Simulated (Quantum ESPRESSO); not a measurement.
# MoSe (Pm-3m) in Quantum ESPRESSO: reference runs, part 2 of 2

Quantum ESPRESSO 7.5.

**3. Single point, PBE (atoms moved at random, drawn with an rms of 0.05 Å)**

Contents of pw.in:

```
&CONTROL
  calculation = 'scf'
  prefix = 'pwscf'
  outdir = './tmp'
  pseudo_dir = './pseudo'
  tprnfor = .true.
  tstress = .true.
  disk_io = 'nowf'
/
&SYSTEM
  ibrav = 0
  nat = 2
  ntyp = 2
  ecutwfc = 60
  ecutrho = 440
  nbnd = 16
  occupations = 'smearing'
  smearing = 'fd'
  degauss = 0.00367493
/
&ELECTRONS
  conv_thr = 4d-10
  electron_maxstep = 120
  mixing_beta = 0.5
/
ATOMIC_SPECIES
Mo    95.9500 Mo_ONCV_PBE-1.0.oncvpsp.upf
Se    78.9710 Se_pbe_v1.uspp.F.UPF
CELL_PARAMETERS angstrom
   3.5002295900    0.0000000000    0.0000000000
   0.0000000000    3.5002295900    0.0000000000
   0.0000000000    0.0000000000    3.5002295900
ATOMIC_POSITIONS crystal
Mo    -0.0018580000    0.0026090000   -0.0026500000
Se     0.5026910000    0.5040430000    0.4929290000
K_POINTS automatic
8 8 8 0 0 0
```

Potentials or basis: SSSP 1.3 efficiency PBE.

Started as:

```sh
> OMP_NUM_THREADS=1 pw.x -in pw.in > pw.out
```

pw.out:

```text
This program is part of the open-source Quantum ESPRESSO suite
     for quantum simulation of materials; please cite
[... 6 lines left out ...]
     --------------------
     sticks:   dense  smooth     PW     G-vecs:    dense   smooth      PW
     Sum        1533     845    253                45025    18037    3071

     Using Slab Decomposition

     bravais-lattice index     =            0
     lattice parameter (alat)  =       6.6145  a.u.
     unit-cell volume          =     289.3918 (a.u.)^3
     number of atoms/cell      =            2
     number of atomic types    =            2
     number of electrons       =        20.00
     number of Kohn-Sham states=           16
     kinetic-energy cutoff     =      60.0000  Ry
     charge density cutoff     =     440.0000  Ry
     scf convergence threshold =      4.0E-10
     mixing beta               =       0.5000
     number of iterations used =            8  plain     mixing
     Exchange-correlation= SLA  PW   PBE  PBE
                           (   1   4   3   4   0   0   0)

     celldm(1)=   6.614475  celldm(2)=   0.000000  celldm(3)=   0.000000
     celldm(4)=   0.000000  celldm(5)=   0.000000  celldm(6)=   0.000000

     crystal axes: (cart. coord. in units of alat)
               a(1) = (   1.000000   0.000000   0.000000 )
               a(2) = (   0.000000   1.000000   0.000000 )
               a(3) = (   0.000000   0.000000   1.000000 )

     reciprocal axes: (cart. coord. in units 2 pi/alat)
               b(1) = (  1.000000  0.000000  0.000000 )
               b(2) = (  0.000000  1.000000  0.000000 )
               b(3) = (  0.000000  0.000000  1.000000 )

     PseudoPot. # 1 for Mo read from file:
     Mo_ONCV_PBE-1.0.oncvpsp.upf
     Pseudo is Norm-conserving, Zval = 14.0
     Generated using ONCVPSP code by D. R. Hamann
     Using radial grid of 1526 points,  6 beta functions with:
                l(1) =   0
                l(2) =   0
                l(3) =   1
                l(4) =   1
                l(5) =   2
                l(6) =   2

     PseudoPot. # 2 for Se read from file:
     Se_pbe_v1.uspp.F.UPF
     Pseudo is Ultrasoft + core correction, Zval =  6.0
     Generated by new atomic code, or converted to UPF format
     Using radial grid of  877 points,  6 beta functions with:
                l(1) =   0
                l(2) =   0
                l(3) =   1
                l(4) =   1
                l(5) =   2
                l(6) =   2
     Q(r) pseudized with  8 coefficients,  rinner =    1.300   1.300   1.300
                                                       1.300   1.300

     atomic species   valence    mass     pseudopotential
     Mo               14.00    95.95000     Mo( 1.00)
     Se                6.00    78.97100     Se( 1.00)

     No symmetry found

   Cartesian axes

     site n.     atom                  positions (alat units)
         1        Mo     tau(   1) = (  -0.0018580   0.0026090  -0.0026500  )
         2        Se     tau(   2) = (   0.5026910   0.5040430   0.4929290  )

     number of k points=   260  Fermi-Dirac smearing, width (Ry)=  0.0037

     Number of k-points >= 100: set verbosity='high' to print them.

     Dense  grid:    45025 G-vectors     FFT dimensions: (  45,  45,  45)

     Smooth grid:    18037 G-vectors     FFT dimensions: (  36,  36,  36)

     Initial potential from superposition of free atoms

     starting charge      19.9989, renormalised to      20.0000
     Starting wfcs are   14 randomized atomic wfcs +    2 random wfcs

     Self-consistent Calculation

     iteration #  1     ecut=    60.00 Ry     beta= 0.50
     Davidson diagonalization with overlap
     ethr =  1.00E-02,  avg # of iterations =  3.5

     Threshold (ethr) on eigenvalues was too large:
     Diagonalizing with lowered threshold

     Davidson diagonalization with overlap
     ethr =  1.12E-04,  avg # of iterations =  3.0

     total energy              =    -180.62653479 Ry
     estimated scf accuracy    <       0.02232282 Ry

     iteration #  2     ecut=    60.00 Ry     beta= 0.50
     Davidson diagonalization with overlap
     ethr =  1.12E-04,  avg # of iterations =  2.2

     total energy              =    -180.63004026 Ry
     estimated scf accuracy    <       0.02796955 Ry

     iteration #  3     ecut=    60.00 Ry     beta= 0.50
     Davidson diagonalization with overlap
     ethr =  1.12E-04,  avg # of iterations =  1.8

     total energy              =    -180.63480965 Ry
     estimated scf accuracy    <       0.00049410 Ry

     iteration #  4     ecut=    60.00 Ry     beta= 0.50
     Davidson diagonalization with overlap
     ethr =  2.47E-06,  avg # of iterations =  3.5

     total energy              =    -180.63490088 Ry
     estimated scf accuracy    <       0.00005123 Ry

     iteration #  5     ecut=    60.00 Ry     beta= 0.50
     Davidson diagonalization with overlap
     ethr =  2.56E-07,  avg # of iterations =  3.8

     total energy              =    -180.63491342 Ry
     estimated scf accuracy    <       0.00000213 Ry

     iteration #  6     ecut=    60.00 Ry     beta= 0.50
     Davidson diagonalization with overlap
     ethr =  1.06E-08,  avg # of iterations =  3.1

     total energy              =    -180.63491412 Ry
     estimated scf accuracy    <       0.00000003 Ry

     iteration #  7     ecut=    60.00 Ry     beta= 0.50
     Davidson diagonalization with overlap
     ethr =  1.36E-10,  avg # of iterations =  4.3

     total energy              =    -180.63491414 Ry
     estimated scf accuracy    <          4.2E-09 Ry

     iteration #  8     ecut=    60.00 Ry     beta= 0.50
     Davidson diagonalization with overlap
     ethr =  2.12E-11,  avg # of iterations =  2.0

     End of self-consistent calculation

     Number of k-points >= 100: set verbosity='high' to print the bands.

     the Fermi energy is    11.4749 ev

!    total energy              =    -180.63491414 Ry
     estimated scf accuracy    <          1.3E-11 Ry
     smearing contrib. (-TS)   =      -0.00211506 Ry
     internal energy E=F+TS    =    -180.63279908 Ry

     The total energy is F=E-TS. E is the sum of the following terms:
     one-electron contribution =     -46.06584486 Ry
     hartree contribution      =      30.32878973 Ry
     xc contribution           =     -45.01270864 Ry
     ewald contribution        =    -119.88303530 Ry

     convergence has been achieved in   8 iterations

     Forces acting on atoms (cartesian axes, Ry/au):

     atom    1 type  1   force =    -0.00139448   -0.00044263    0.00135968
     atom    2 type  2   force =     0.00139448    0.00044263   -0.00135968

     Total force =     0.002825     Total SCF correction =     0.000002

     Computing stress (Cartesian axis) and pressure

          total   stress  (Ry/bohr**3)                   (kbar)     P=     -262.25
  -0.00178254   0.00000020  -0.00000060         -262.22        0.03       -0.09
   0.00000020  -0.00178319  -0.00000019            0.03     -262.32       -0.03
  -0.00000060  -0.00000019  -0.00178258           -0.09       -0.03     -262.23

=------------------------------------------------------------------------------=
   JOB DONE.
=------------------------------------------------------------------------------=
```

Wall time 2.3 min (1 thread of Arm Neoverse V1, shared host); peak memory 0.32 GiB.

Results:

- Free energy: -2457.6632 eV
- Pressure: -26.2 GPa
- Largest force: 0.051 eV/Å
- Band gap on the k mesh: none (metal or under the smearing width)

Forces on the atoms (eV/Å):
```
Mo  -0.036 -0.011  0.035
Se   0.036  0.011 -0.035
```

Levels at points of the mesh, in eV from the Fermi level:
| k point | band 6 | band 7 | band 8 | band 9 | band 10 | band 11 | band 12 | band 13 | band 14 | band 15 |
| --- | --- | --- | --- | --- | --- | --- | --- | --- | --- | --- |
| (0.00, 0.00, 0.00) | -2.12 | -2.12 | -1.62 | -1.62 | -1.61 | 0.40 | 0.40 | 0.40 | 0.74 | 8.36 |
| (0.00, 0.00, -0.50) | -6.50 | -2.66 | -2.66 | -1.59 | 0.56 | 1.10 | 2.44 | 2.45 | 4.01 | 6.16 |
| (0.00, -0.50, -0.50) | -4.69 | -4.69 | -2.04 | -0.60 | -0.49 | -0.46 | -0.26 | 1.30 | 3.28 | 8.57 |
| (-0.50, -0.50, -0.50) | -5.30 | -5.30 | -5.30 | 1.36 | 1.36 | 2.66 | 2.67 | 2.71 | 2.76 | 2.80 |
| (-0.50, 0.00, 0.00) | -6.50 | -2.66 | -2.66 | -1.59 | 0.56 | 1.10 | 2.44 | 2.45 | 4.01 | 6.16 |
| (0.00, -0.50, 0.00) | -6.50 | -2.66 | -2.66 | -1.59 | 0.56 | 1.10 | 2.44 | 2.45 | 4.01 | 6.16 |
| (-0.50, 0.00, 0.50) | -4.69 | -4.69 | -2.04 | -0.61 | -0.49 | -0.44 | -0.27 | 1.30 | 3.28 | 8.57 |
| (-0.50, 0.50, 0.00) | -4.69 | -4.69 | -2.04 | -0.60 | -0.49 | -0.46 | -0.26 | 1.30 | 3.28 | 8.57 |
